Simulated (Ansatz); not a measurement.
# AlH₅OSSi: how energies converge with the basis set

Aim: see how fast density functionals converge with the basis set for AlH₅OSSi.

Method: one geometry, several basis sets; program: Ansatz 0.2.0, Gaussian basis.

The runs, in order: PBE0-D4/def2-SVP; ωB97M-V/def2-SVP; PBE0-D4/def2-QZVPP; ωB97M-V/def2-QZVPP; the functionals' def2-TZVPP values are taken from earlier runs.

**1. The geometry**

The geometry comes from an earlier relaxation with PBE0-D4 in a triple-zeta def2 set; it is a stationary point, not always the lowest conformer.

SMILES `O[SiH]([AlH2])S`, 9 atoms, charge 0, spin multiplicity 1.

Atoms are counted from 1 here; the program's logs count them from 0.

Bond lengths: O1–Si2 1.648 Å, O1–H5 0.959 Å, Si2–Al3 2.399 Å, Si2–S4 2.325 Å, Si2–H6 1.485 Å, Al3–H7 1.583 Å, Al3–H8 1.588 Å, S4–H9 1.345 Å. Angles: Si2–O1–H5 116.0°, O1–Si2–Al3 129.3°, O1–Si2–S4 110.0°, O1–Si2–H6 105.2°, Al3–Si2–S4 63.7°, Al3–Si2–H6 125.5°, S4–Si2–H6 99.2°, Si2–Al3–H7 117.6°, Si2–Al3–H8 115.8°, H7–Al3–H8 125.8°, Si2–S4–H9 93.3°.

**2. PBE0-D4 in def2-SVP**

Input file in.yaml:

```yaml
crystal:
  periodic: [false, false, false]
  atoms:
    - {symbol: O, position_ang: [-1.475602, -1.269447, 1.021908]}
    - {symbol: Si, position_ang: [-1.055787, -0.073100, -0.030778]}
    - {symbol: Al, position_ang: [0.910027, 1.301552, -0.062358]}
    - {symbol: S, position_ang: [0.680639, -0.789901, -1.400305]}
    - {symbol: H, position_ang: [-1.019793, -1.266097, 1.865671]}
    - {symbol: H, position_ang: [-2.149394, -0.036333, -1.034929]}
    - {symbol: H, position_ang: [0.913014, 2.556392, -1.026802]}
    - {symbol: H, position_ang: [1.991033, 0.986653, 1.056951]}
    - {symbol: H, position_ang: [1.294261, -1.456218, -0.406558]}
basis:
  gaussian: {orbitals: def2-SVP}
hamiltonian: {xc: pbe0, dispersion: d4}
output: {orbitals: {seedname: orbitals}}
```

Further steps of the session: ωB97M-V in def2-SVP; PBE0-D4 in def2-QZVPP; ωB97M-V in def2-QZVPP.

Q: Predict the results of all the runs planned. Wanted: PBE0-D4: double and triple zeta above quadruple; ωB97M-V: double and triple zeta above quadruple.

**Answer**, as computed:

```
                                       quantity           value
PBE0-D4: double and triple zeta above quadruple  12.55, 0.92 eV
ωB97M-V: double and triple zeta above quadruple  12.54, 0.88 eV
```

In words: PBE0-D4 gains 11.63 eV from double to triple zeta, then 0.92 eV more. Total energies overstate the basis error of differences, where much of it tends to cancel. The LUMO of ωB97M-V is positive and keeps falling with the basis (1.42 to 0.64 eV): an unbound level that the basis holds in place.
